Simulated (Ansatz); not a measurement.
# C7H13NO: the cost of one run

Computed with Ansatz 0.2.0, Gaussian basis. Level: the settings change from run to run.

## Step 1: The geometry

The geometry comes from an earlier relaxation with PBE0-D4 in a triple-zeta def2 set; it is a stationary point, not always the lowest conformer.

22 atoms, charge 0, spin multiplicity 1.

Atoms are counted from 1 here; the program's logs count them from 0.

Bond lengths: C1–N2 1.439 Å, C1–H10 1.091 Å, C1–H11 1.091 Å, C1–H12 1.097 Å, N2–C3 1.350 Å, N2–H13 1.007 Å, C3–C4 1.350 Å, C3–H14 1.086 Å, C4–C5 1.451 Å, C4–H15 1.087 Å, C5–O6 1.220 Å, C5–C7 1.527 Å, C7–C8 1.528 Å, C7–C9 1.520 Å, C7–H16 1.095 Å, C8–H17 1.093 Å, C8–H18 1.093 Å, C8–H19 1.093 Å and more. Angles: N2–C1–H10 109.3°, N2–C1–H11 110.1°, N2–C1–H12 112.9°, H10–C1–H11 107.7°, H10–C1–H12 108.2°, H11–C1–H12 108.5°, C1–N2–C3 123.0°, C1–N2–H13 117.1°, C3–N2–H13 116.9°, N2–C3–C4 125.9°, N2–C3–H14 113.6°, C4–C3–H14 120.5°, C3–C4–C5 125.4°, C3–C4–H15 120.0°, C5–C4–H15 114.6°, C4–C5–O6 120.2°, C4–C5–C7 120.3°, O6–C5–C7 119.4° and more.

## Step 2: CAM-B3LYP/def2-mTZVP

Set apart from the defaults: atoms shaken by 0.03 Å, finite nuclei, D4 dispersion.

Input file in.yaml:

```yaml
crystal:
  periodic: [false, false, false]
  atoms:
    - {symbol: C, position_ang: [-2.399842, -2.684338, 0.861569]}
    - {symbol: N, position_ang: [-2.131904, -1.330775, 1.267583]}
    - {symbol: C, position_ang: [-1.160147, -0.602128, 0.630164]}
    - {symbol: C, position_ang: [-0.973674, 0.718712, 0.781507]}
    - {symbol: C, position_ang: [0.082862, 1.508050, 0.089576]}
    - {symbol: O, position_ang: [0.184377, 2.661912, 0.267255]}
    - {symbol: C, position_ang: [1.141723, 0.765594, -0.814408]}
    - {symbol: C, position_ang: [2.368960, 0.405429, 0.099628]}
    - {symbol: C, position_ang: [1.545639, 1.605688, -1.932006]}
    - {symbol: H, position_ang: [-1.570117, -3.213326, 0.472150]}
    - {symbol: H, position_ang: [-2.833046, -3.217987, 1.707257]}
    - {symbol: H, position_ang: [-3.236420, -2.653270, 0.057448]}
    - {symbol: H, position_ang: [-2.789385, -0.808927, 1.848995]}
    - {symbol: H, position_ang: [-0.478894, -1.203848, -0.016436]}
    - {symbol: H, position_ang: [-1.639959, 1.384145, 1.427455]}
    - {symbol: H, position_ang: [0.722672, -0.050365, -1.150579]}
    - {symbol: H, position_ang: [2.784155, 1.262198, 0.572849]}
    - {symbol: H, position_ang: [2.020335, -0.231907, 0.866258]}
    - {symbol: H, position_ang: [3.072427, -0.145557, -0.473445]}
    - {symbol: H, position_ang: [2.006062, 2.639866, -1.525958]}
    - {symbol: H, position_ang: [2.376151, 1.144680, -2.534816]}
    - {symbol: H, position_ang: [0.748072, 1.901727, -2.569219]}
basis:
  gaussian: {orbitals: def2-mTZVP, nuclear_model: gaussian}
hamiltonian: {xc: {name: CAM-B3LYP}, dispersion: d4}
```

The run is started by

```
ansatz run in.yaml --threads 4 --pin off --events-out ev --progress --plain --max-ram 63488MiB --backend cpu
```

What time and memory should one allow on 4 threads of AMD EPYC 7R13, shared host?

About 3.6 s, with a peak of 0.7 GiB.
